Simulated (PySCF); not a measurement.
# The bond of LiHg+, level by level

The task here is to estimate one member of a computed series from the others.

Computed with PySCF 2.14.0. Level: Li def2-SVPD, Hg def2-SVPD with ECP60, scalar-relativistic core potentials.

The first run:

Settings of the job:

- atoms: Li, Hg
- charge: 1
- basis: Li def2-SVPD, Hg def2-SVPD with ECP60
- Hamiltonian: scalar-relativistic core potentials
- basis functions: 47
- electrons treated: 22
- masses in u: 7.0160, 201.9706
- levels: PBE0, PBE, r²SCAN, BHandHLYP, BP86, M06, HF, MP2, SCS-MP2, CCSD, CCSD(T)
- grid: 80 radial by 434 angular points
- occupations: held fixed by the projection of orbital angular momentum
- dissociation limit: Li+ + Hg, each in its ground configuration
- starting distance in angstrom: 2.760
- values of 2S to try: 0, 2

Launch:

```bash
$ OMP_NUM_THREADS=1 python dia.py task.json out
```

Among the steps run: Set-up; First curve: PBE0; Other states along the same grid; PBE (GGA); r²SCAN; BHandHLYP; BP86 (GGA); M06 (hybrid meta-GGA); RHF (mean field); Correlated methods on the Hartree–Fock reference.

One of the session's tables, all rows but one given; the rest of the session is left out.

| level | Re (Å) | ωe (cm⁻¹) | De (eV) |
| --- | --- | --- | --- |
| RHF | 2.791 | 238.6 | 0.54 |
| RHF-MP2 | 2.694 | 252.5 | 0.475 |
| RHF-SCS-MP2 | 2.705 | 249.8 | 0.476 |
| RHF-CCSD | 2.722 | 249.8 | 0.51 |
| RHF-CCSD(T) | 2.721 | 249.7 | 0.51 |
| PBE | 2.680 | 255.4 | 0.56 |
| BP86 | 2.709 | 242.7 | 0.491 |
| r²SCAN | ? | ? | ? |
| PBE0 | 2.686 | 257.0 | 0.56 |
| M06 | 2.820 | 213.8 | 0.51 |
| BHandHLYP | 2.694 | 257.1 | 0.57 |

Q: Estimate the row for r²SCAN from the others.

**Answer.** Re (Å): 2.698; ωe (cm⁻¹): 250.5; De (eV): 0.51. In the column «Re (Å)» it lies between BHandHLYP (2.694) and RHF-SCS-MP2 (2.705).

De is counted to Li+ + Hg in their ground configurations.
